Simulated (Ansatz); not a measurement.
# AlCu3: the cost of one run

Computed with Ansatz 0.2.0 (DFT LDA, scalar-relativistic, plane waves, PAW, unless a step's input says otherwise).

16 further runs of the same task are left out: 16 set aside as unsound or not needed. Runs told in other sessions of the task aren't counted.

## (1) The system as given

Symmetry: Fm-3m, No. 225, cubic system. Conventional cell: a = 5.699 Å, b = 5.699 Å, c = 5.699 Å, α = 90.00°, β = 90.00°, γ = 90.00°. Around Al (site symmetry m-3m) lie 8 Cu at 2.47 Å. Cu (site symmetry m-3m) is surrounded by 8 Cu at 2.47 Å. Cu (site symmetry -43m) is surrounded by 4 Al at 2.47 Å and 4 Cu at 2.47 Å.

As a file:

```cif
data_structure
_symmetry_space_group_name_H-M 'P 1'
_symmetry_Int_Tables_number 1
_cell_length_a 4.0296
_cell_length_b 4.0296
_cell_length_c 4.0296
_cell_angle_alpha 60.000
_cell_angle_beta 60.000
_cell_angle_gamma 60.000
_cell_volume 46.27
loop_
_atom_site_label
_atom_site_type_symbol
_atom_site_fract_x
_atom_site_fract_y
_atom_site_fract_z
_atom_site_occupancy
Al1 Al 0.00000 0.00000 0.00000 1
Cu1 Cu 0.50000 0.50000 0.50000 1
Cu2 Cu 0.25000 0.25000 0.25000 1
Cu3 Cu 0.75000 0.75000 0.75000 1
```

It goes back to an entry of the Materials Project, which need not be the stable form.

It is the result of an earlier relaxation at this level (volume 11.57 Å³/atom; gap on the mesh: none (metal)).

## (2) What is varied

The energy is mapped over volume and the cell's shape.

- volume per atom: 7 values from 10.18 to 12.96 Å³
- length along [111] over the lengths across it, relative to the cubic cell: 7 values from 0.834 to 1.200

Nothing else is relaxed (fractional coordinates fixed). Energies count from the relaxed crystal. Points are written as (first, second).

## (3) The run at (10.18 Å³, 0.941)

Input file input.yaml:

```yaml
crystal:
  lattice:
    - [-0.1094100327, 2.6769235681, 2.6769235681]
    - [2.6769235681, -0.1094100327, 2.6769235681]
    - [2.6769235681, 2.6769235681, -0.1094100327]
  atoms:
    - { symbol: Al, position: [0.0, 0.0, 0.0] }
    - { symbol: Cu, position: [0.5, 0.5, 0.5] }
    - { symbol: Cu, position: [0.25, 0.25, 0.25] }
    - { symbol: Cu, position: [0.75, 0.75, 0.75] }
basis:
  ecutwfc: 520.0
kpoints:
  mp_grid: { grid: [14, 14, 14] }
hamiltonian:
  xc: lda
  pseudopotentials: { kind: paw, azcp: { folder: soft_1 } }
scf:
  occupations: { method: gaussian, width: 0.15 }
output:
  forces: true
  stress: true
  eigenvalues: true
```

Command:

```sh
ansatz run input.yaml --threads 2 --pin off --max-ram 4096MiB --backend cpu --events-out ev --progress --plain --runs-dir out
```

What time and memory should one allow on 2 threads of Arm Neoverse N1, shared host?

About 39 s, with a peak of 0.62 GiB.
